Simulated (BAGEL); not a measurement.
# HF/6-31G(d) (density fitting with qzvpp-jkfit, spherical functions) run of BGeH3ClF (SMILES F[B](Cl)[GeH3])

What is the vertical ionisation energy of BGeH3ClF at HF/6-31G* (density fitting with qzvpp-jkfit, spherical functions)? 

The results are computed with BAGEL 1.2.2.

3 further runs of the same task are left out: 2 that didn't finish, 1 set aside as unsound or not needed.

## 1. Starting point

BGeH3ClF: 7 atoms, total charge 0, spin state singlet. SMILES: `F[B](Cl)[GeH3]`. Geometry: relaxed at PBE0-D4/def2-TZVP.

Bond lengths: F1–B2 1.315 Å, B2–Cl3 1.753 Å, B2–Ge4 2.074 Å, Ge4–H5 1.536 Å, Ge4–H6 1.536 Å, Ge4–H7 1.536 Å. Angles: F1–B2–Cl3 117.1°, F1–B2–Ge4 122.0°, Cl3–B2–Ge4 120.8°, B2–Ge4–H5 111.7°, B2–Ge4–H6 109.3°, B2–Ge4–H7 109.3°, H5–Ge4–H6 109.2°, H5–Ge4–H7 109.2°, H6–Ge4–H7 108.1°.

## 2. The energy at HF/6-31G(d) (density fitting with qzvpp-jkfit, spherical functions)

File input.json:

```json
{ "bagel": [

{
  "title": "molecule",
  "basis": "6-31gs.json",
  "df_basis": "qzvpp-jkfit",
  "angstrom": "true",
  "geometry": [
    { "atom": "F", "xyz": [       1.459300,      -1.647100,       0.372000 ] },
    { "atom": "B", "xyz": [       0.276900,      -1.076100,       0.436100 ] },
    { "atom": "Cl", "xyz": [      -0.998600,      -1.967600,       1.242900 ] },
    { "atom": "Ge", "xyz": [      -0.084700,       0.798500,      -0.374700 ] },
    { "atom": "H", "xyz": [       1.173300,       1.386400,      -1.030300 ] },
    { "atom": "H", "xyz": [      -0.565600,       1.746300,       0.734800 ] },
    { "atom": "H", "xyz": [      -1.199400,       0.691500,      -1.426500 ] }
  ]
},

{ "title": "hf" },

{ "title": "print", "file": "orbitals.molden", "orbitals": "true" }

]}
```

The basis set 6-31G* is read from a file made from the Basis Set Exchange's data (not shown).

Started as:

```bash
BAGEL_NUM_THREADS=1 BAGEL input.json > input.out
```

Output:

```text
* using 1 threads per process

  ===============================================================
  ===============================================================

  *** Geometry ***

  { "atom" : "F", "xyz" : [      2.757677,     -3.112568,      0.702978 ] },
  { "atom" : "B", "xyz" : [      0.523265,     -2.033534,      0.824110 ] },
  { "atom" : "Cl", "xyz" : [     -1.887081,     -3.718225,      2.348741 ] },
  { "atom" : "Ge", "xyz" : [     -0.160060,      1.508946,     -0.708080 ] },
  { "atom" : "H", "xyz" : [      2.217216,      2.619916,     -1.946985 ] },
  { "atom" : "H", "xyz" : [     -1.068829,      3.300029,      1.388571 ] },
  { "atom" : "H", "xyz" : [     -2.266538,      1.306746,     -2.695694 ] },

  Number of auxiliary basis functions:      600

  Since a DF basis is specified, we compute 2- and 3-index integrals:
    o Being stored without compression. Storage requirement is 0.034 GB

  Number of basis functions:       84
  Number of electrons      :       66

    * METHOD: MOLECULE                             0.36

  *** RHF ***

  === Nuclear Repulsion ===
   299.7447370448

      * DIIS with orbital gradients will be used.

  === RHF iteration (6-31gs.json) ===
      0      -2660.38201374          0.01406243           0.13
      1      -2660.46825358          0.00904098           0.12
      2      -2660.50446976          0.00117982           0.12
      3      -2660.50592964          0.00018276           0.12
      4      -2660.50597726          0.00006253           0.13
      5      -2660.50598273          0.00001599           0.13
      6      -2660.50598305          0.00000583           0.13
      7      -2660.50598310          0.00000166           0.13
      8      -2660.50598310          0.00000057           0.13
      9      -2660.50598310          0.00000024           0.13
     10      -2660.50598310          0.00000005           0.13
     11      -2660.50598310          0.00000002           0.13
     12      -2660.50598310          0.00000001           0.13
    * SCF iteration converged.

    * Permanent dipole moment:
           (   -0.051572,    -0.350335,     0.187217) a.u.

    * METHOD: HF                                   1.95

    * METHOD: PRINT                                0.01

  ===============================================================
```

Run time: 2.5 s. Hardware: 1 thread of Arm Neoverse V2, shared host.

## 3. The doublet cation, same level

File hf.json:

```json
{ "bagel" : [

{
  "title" : "molecule",
  "basis" : "6-31gs.json",
  "df_basis" : "qzvpp-jkfit",
  "angstrom" : true,
  "geometry" : [
    { "atom" : "F", "xyz" : [       1.459300,      -1.647100,       0.372000 ] },
    { "atom" : "B", "xyz" : [       0.276900,      -1.076100,       0.436100 ] },
    { "atom" : "Cl", "xyz" : [      -0.998600,      -1.967600,       1.242900 ] },
    { "atom" : "Ge", "xyz" : [      -0.084700,       0.798500,      -0.374700 ] },
    { "atom" : "H", "xyz" : [       1.173300,       1.386400,      -1.030300 ] },
    { "atom" : "H", "xyz" : [      -0.565600,       1.746300,       0.734800 ] },
    { "atom" : "H", "xyz" : [      -1.199400,       0.691500,      -1.426500 ] }
  ]
},

{
  "title" : "uhf",
  "charge" : 1,
  "nopen" : 1
},

{
  "title" : "print",
  "file" : "orbitals.molden",
  "orbitals" : true
}

]}
```

The basis set 6-31G* is read from a file made from the Basis Set Exchange's data (not shown).

Started as:

```bash
BAGEL_NUM_THREADS=1 BAGEL hf.json > hf.out
```

Output:

```text
* using 1 threads per process

  ===============================================================
  ===============================================================

  *** Geometry ***

  { "atom" : "F", "xyz" : [      2.757677,     -3.112568,      0.702978 ] },
  { "atom" : "B", "xyz" : [      0.523265,     -2.033534,      0.824110 ] },
  { "atom" : "Cl", "xyz" : [     -1.887081,     -3.718225,      2.348741 ] },
  { "atom" : "Ge", "xyz" : [     -0.160060,      1.508946,     -0.708080 ] },
  { "atom" : "H", "xyz" : [      2.217216,      2.619916,     -1.946985 ] },
  { "atom" : "H", "xyz" : [     -1.068829,      3.300029,      1.388571 ] },
  { "atom" : "H", "xyz" : [     -2.266538,      1.306746,     -2.695694 ] },

  Number of auxiliary basis functions:      600

  Since a DF basis is specified, we compute 2- and 3-index integrals:
    o Being stored without compression. Storage requirement is 0.034 GB

  Number of basis functions:       84
  Number of electrons      :       66

    * METHOD: MOLECULE                             0.36

  *** Open-shell HF ***

  === Nuclear Repulsion ===
   299.7447370448

      * DIIS with orbital gradients will be used.

  === UHF iteration (6-31gs.json) ===
      0      -2659.95198422          0.03162065           0.24
      1      -2660.05913886          0.02323607           0.22
      2      -2660.09436475          0.01522202           0.23
      3      -2660.12009709          0.00100900           0.22
      4      -2660.12070100          0.00040738           0.23
      5      -2660.12080107          0.00017610           0.24
      6      -2660.12083997          0.00007879           0.23
      7      -2660.12085292          0.00004033           0.22
      8      -2660.12085773          0.00002304           0.22
      9      -2660.12085986          0.00001326           0.22
     10      -2660.12086050          0.00000923           0.22
     11      -2660.12086079          0.00000625           0.23
     12      -2660.12086094          0.00000378           0.22
     13      -2660.12086099          0.00000223           0.22
     14      -2660.12086100          0.00000156           0.23
     15      -2660.12086100          0.00000113           0.23
     16      -2660.12086100          0.00000082           0.23
     17      -2660.12086100          0.00000050           0.22
     18      -2660.12086101          0.00000036           0.22
     19      -2660.12086101          0.00000029           0.23
     20      -2660.12086101          0.00000020           0.22
     21      -2660.12086101          0.00000013           0.22
     22      -2660.12086101          0.00000008           0.21
     23      -2660.12086101          0.00000006           0.21
     24      -2660.12086101          0.00000004           0.21
     25      -2660.12086101          0.00000003           0.21
     26      -2660.12086101          0.00000002           0.22
     27      -2660.12086101          0.00000001           0.22
     28      -2660.12086101          0.00000001           0.22
    * SCF iteration converged.

    * S^2 (UHF) is 0.7651

    * Permanent dipole moment:
           (    0.122470,    -0.529594,     0.223865) a.u.

    * METHOD: UHF                                  6.75

    * METHOD: PRINT                                0.01

  ===============================================================
```

It took 7.5 s on 1 thread of Arm Neoverse V2, shared host.

## 4. Results

At HF/6-31G* (density fitting with qzvpp-jkfit, spherical functions):

| quantity | value |
| --- | --- |
| singlet BGeH3ClF: total energy | -2660.50598 Eh |
| singlet BGeH3ClF: dipole moment | 1.02 D |
| singlet BGeH3ClF: HOMO energy | -11.54 eV |
| singlet BGeH3ClF: LUMO energy | 2.30 eV |
| singlet BGeH3ClF: HOMO–LUMO gap | 13.84 eV |
| doublet cation: total energy | -2660.12086 Eh |
| doublet cation: ⟨S²⟩ | 0.765 |
| vertical ionisation energy (to the doublet cation) | 10.480 eV |

**Reading.** Removing an electron at fixed nuclei costs 10.48 eV (242 kcal/mol). The negative HOMO energy of the first species, 11.54 eV, lies 1.06 eV above that difference.
